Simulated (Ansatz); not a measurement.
# GeH4OS (SMILES O[S][GeH3]): functionals against CCSD(T) at one geometry

A test off equilibrium: a structure displaced at random from a GFN2-xTB minimum is computed at several levels, and each is set against CCSD(T).

The runs use Ansatz 0.2.0, Gaussian basis; single points in def2-TZVPP.

Correlated methods freeze the cores. Filled d shells of the heavier atoms are correlated.

## Step 1: The system as given

7 atoms, charge 0, spin multiplicity 1.

Atoms are counted from 1 here; the program's logs count them from 0.

Bond lengths: O1–S2 1.675 Å, O1–H4 1.010 Å, S2–Ge3 2.210 Å, Ge3–H5 1.484 Å, Ge3–H6 1.493 Å, Ge3–H7 1.449 Å. Angles: S2–O1–H4 109.0°, O1–S2–Ge3 94.4°, S2–Ge3–H5 106.8°, S2–Ge3–H6 109.5°, S2–Ge3–H7 107.7°, H5–Ge3–H6 111.5°, H5–Ge3–H7 109.3°, H6–Ge3–H7 111.8°.

As a file:

```xyz
7
charge 0, multiplicity 1
O    -0.43640   -1.80970    0.10510
S    -1.25410   -0.41950    0.55800
Ge    0.41410    0.93430    0.03780
H    -1.04200   -2.37380   -0.47440
H     0.64840    0.78760   -1.42020
H     0.04710    2.33650    0.39570
H     1.58830    0.48530    0.75840
```

## Step 2: CCSD(T)/def2-TZVPP

run/in.yaml

```yaml
crystal:
  periodic: [false, false, false]
  atoms:
    - {symbol: O, position_ang: [-0.436400, -1.809700, 0.105100]}
    - {symbol: S, position_ang: [-1.254100, -0.419500, 0.558000]}
    - {symbol: Ge, position_ang: [0.414100, 0.934300, 0.037800]}
    - {symbol: H, position_ang: [-1.042000, -2.373800, -0.474400]}
    - {symbol: H, position_ang: [0.648400, 0.787600, -1.420200]}
    - {symbol: H, position_ang: [0.047100, 2.336500, 0.395700]}
    - {symbol: H, position_ang: [1.588300, 0.485300, 0.758400]}
basis:
  gaussian: {orbitals: def2-TZVPP}
correlation: {method: ccsd_t}
output: {forces: true}
```

No record of the launch command was kept for these runs.

## Step 3: PBE0-D4/def2-TZVPP

run/in.yaml, as its differences from that of step 2:

```diff
@@ -12,3 +12,3 @@
   gaussian: {orbitals: def2-TZVPP}
-correlation: {method: ccsd_t}
-output: {forces: true}
+hamiltonian: {xc: pbe0, dispersion: d4}
+output: {forces: true, orbitals: {seedname: orbitals}}
```

## Step 4: wB97M-V/def2-TZVPP

run/in.yaml, as its differences from that of step 3:

```diff
@@ -12,3 +12,3 @@
   gaussian: {orbitals: def2-TZVPP}
-hamiltonian: {xc: pbe0, dispersion: d4}
-output: {forces: true, orbitals: {seedname: orbitals}}
+hamiltonian: {xc: {name: wB97M-V}}
+output: {forces: true}
```

## Step 5: r2SCAN-D4/def2-TZVPP

run/in.yaml, as its differences from that of step 4:

```diff
@@ -12,3 +12,3 @@
   gaussian: {orbitals: def2-TZVPP}
-hamiltonian: {xc: {name: wB97M-V}}
+hamiltonian: {xc: r2scan, dispersion: d4}
 output: {forces: true}
```

## Step 6: PBE-D4/def2-TZVPP

run/in.yaml, as its differences from that of step 5:

```diff
@@ -12,3 +12,3 @@
   gaussian: {orbitals: def2-TZVPP}
-hamiltonian: {xc: r2scan, dispersion: d4}
+hamiltonian: {xc: pbe, dispersion: d4}
 output: {forces: true}
```

## Step 7: SPW92/def2-TZVPP

run/in.yaml, as its differences from that of step 6:

```diff
@@ -12,3 +12,3 @@
   gaussian: {orbitals: def2-TZVPP}
-hamiltonian: {xc: pbe, dispersion: d4}
+hamiltonian: {xc: lda}
 output: {forces: true}
```

## Step 8: LC-wPBE/def2-TZVPP

run/in.yaml, as its differences from that of step 7:

```diff
@@ -12,3 +12,3 @@
   gaussian: {orbitals: def2-TZVPP}
-hamiltonian: {xc: lda}
+hamiltonian: {xc: {name: LC-wPBE}}
 output: {forces: true}
```

(Steps that only read results are left out.)

What does the calculation give? Wanted: energy less free atoms, CCSD(T)/def2-TZVPP; RMS force component; RMS force error; HOMO and LUMO, PBE0-D4; T1 diagnostic.

**Answer**, as computed:

```
                                  quantity                                                                                         value
energy less free atoms, CCSD(T)/def2-TZVPP                                                                                -1855.4 kJ/mol
                       RMS force component                                                          0.726 to 0.873 eV/Å over the methods
                           RMS force error  PBE0-D4 0.157, wB97M-V 0.104, r2SCAN-D4 0.063, PBE-D4 0.188, SPW92 0.281, LC-wPBE 0.243 eV/Å
                    HOMO and LUMO, PBE0-D4                                                                            -6.55 and -0.87 eV
                             T1 diagnostic                                                                                         0.012
```

**Reading.** Against CCSD(T) the functionals' energies less atoms differ by -381.1 to -14.9 kJ/mol, PBE-D4 by -67.9 kJ/mol. A larger basis would deepen the CCSD(T) value, while the functionals are nearly converged already, so the order here is not reliable. For forces r2SCAN-D4 does best and SPW92 worst. Frozen-core CCSD(T) forces in triple zeta carry basis errors of their own, and this is one geometry, so small gaps rank nothing.
